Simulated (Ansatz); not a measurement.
# CuPt2: the cost of one run

Computed with Ansatz 0.2.0 (DFT PBE, scalar-relativistic, plane waves, PAW, unless a step's input says otherwise).

### 1 Starting point

Symmetry: P6/mmm, No. 191, hexagonal system. The conventional cell has a = 4.034 Å, b = 4.034 Å, c = 2.837 Å, α = 90.00°, β = 90.00°, γ = 120.00°. Around Cu (site symmetry 6/mmm) lie 12 Pt at 2.73 Å and 2 Cu at 2.84 Å. Around Pt (site symmetry -6m2) lie 3 Pt at 2.33 Å.

Structure file:

```
CELL_PARAMETERS angstrom
4.03400 0.00000 0.00000
-2.01700 3.49355 0.00000
0.00000 0.00000 2.83737
ATOMIC_POSITIONS crystal
Cu 0.00000 0.00000 0.00000
Pt 0.33333 0.66667 0.50000
Pt 0.66667 0.33333 0.50000
```

(A quick probe on a coarse mesh, which set the mesh and smearing, is not shown.)

### 3 Rough relaxation on the coarse mesh

Contents of input.yaml:

```yaml
crystal:
  lattice:
    - [4.0340027597, 0.0, 0.0]
    - [-2.0170013799, 3.4935488689, 0.0]
    - [0.0, 0.0, 2.8373731253]
  atoms:
    - { symbol: Cu, position: [0.0, 0.0, 0.0] }
    - { symbol: Pt, position: [0.3333333333, 0.6666666667, 0.5] }
    - { symbol: Pt, position: [0.6666666667, 0.3333333333, 0.5] }
basis:
  ecutwfc: 420
kpoints:
  mp_grid: { grid: [6, 6, 6] }
hamiltonian:
  xc: pbe
scf:
  occupations: { method: gaussian, width: 0.1 }
  lower_state_search: "off"
output:
  forces: true
  stress: true
  eigenvalues: true
relax:
  adjacent_minimum: "off"
  f_tol: 0.04
  max_steps: 70
  cell: { stress_tol: 0.4 }
```

The run is started by

```
$ ansatz run input.yaml --threads 1 --pin off --max-ram 2560MiB --backend cpu --events-out ev --progress --plain --runs-dir out
```

What time and memory should one allow on 1 thread of Intel Xeon 6975P-C (Granite Rapids), shared host?

About 12 s, with a peak of 0.41 GiB.
